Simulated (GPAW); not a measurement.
The system is NaLaMnMoO6.

```
CELL_PARAMETERS angstrom
5.55735 0.00000 0.00053
0.00000 5.59794 0.00000
-0.06290 0.00000 8.02462
ATOMIC_POSITIONS crystal
Na 0.75008 0.51572 0.49924
Na 0.24992 0.01572 0.50076
La 0.25715 0.95896 0.99937
La 0.74285 0.45896 0.00063
Mn 0.24767 0.48762 0.25607
Mn 0.75233 0.98762 0.74393
Mo 0.75559 0.99666 0.27090
Mo 0.24441 0.49666 0.72910
O 0.67335 0.97830 0.49061
O 0.03402 0.81017 0.27726
O 0.93353 0.28910 0.28026
O 0.47817 0.20966 0.19922
O 0.54435 0.73563 0.20079
O 0.82956 0.01818 0.00392
O 0.32665 0.47830 0.50939
O 0.96598 0.31017 0.72274
O 0.06647 0.78910 0.71974
O 0.52183 0.70966 0.80078
O 0.45565 0.23563 0.79921
O 0.17044 0.51818 0.99608
```

The cell was built by a generator and needn't be a form met in nature.

Base run:

```yaml
Program: GPAW 26.7.0
Functional: PBE
Potentials_or_basis: GPAW PAW data sets (gpaw-data 1.2.1)
Cutoff: 800 eV
Basis: pw
k_mesh: 4 × 4 × 3
Occupations: fermi-dirac, width 0.05 eV
Spin: collinear spin, ferromagnetic start
Starting_moments: "[0.0, 0.0, 0.0, 0.0, 4.0, 4.0, 1.0, 1.0, 0.0, 0.0, 0.0, 0.0, 0.0, 0.0, 0.0, 0.0, 0.0, 0.0, 0.0, 0.0] μB"
```

Its results: band gap on the k mesh 0.16 eV, indirect (least direct gap 0.20 eV); pressure 0.1 GPa; net moment 9.96 μB per cell; site moments Na +0.00; La +0.01; Mn +4.07; Mo +0.37; O +0.02, +0.03, +0.04 μB; largest force 0.096 eV/Å.

The run is repeated on the same cell with these changes: functional from PBE to r2SCAN. What comes out?

Band gap on the k mesh 0.57 eV, indirect (least direct gap 0.61 eV); pressure -3.2 GPa; net moment 10.00 μB per cell; site moments Na -0.00; La +0.00; Mn +4.22; Mo +0.35; O +0.01, +0.02, +0.04 μB; largest force 0.748 eV/Å.

r2SCAN gives the wider gap, since meta-GGAs in the generalised Kohn-Sham scheme recover part of the derivative discontinuity.

Caveats: one-centre terms of the f shell are cut off; spin-orbit coupling is left out, which moves the levels of the heavy elements; the mesh misses the band edges, which the band path finds closer together; only a ferromagnetic start was run, and an antiferromagnetic order may lie lower in energy; the PAW data sets were made with another functional, which shifts forces and pressure a little (some runs).

Not every run made on this cell is shown here.
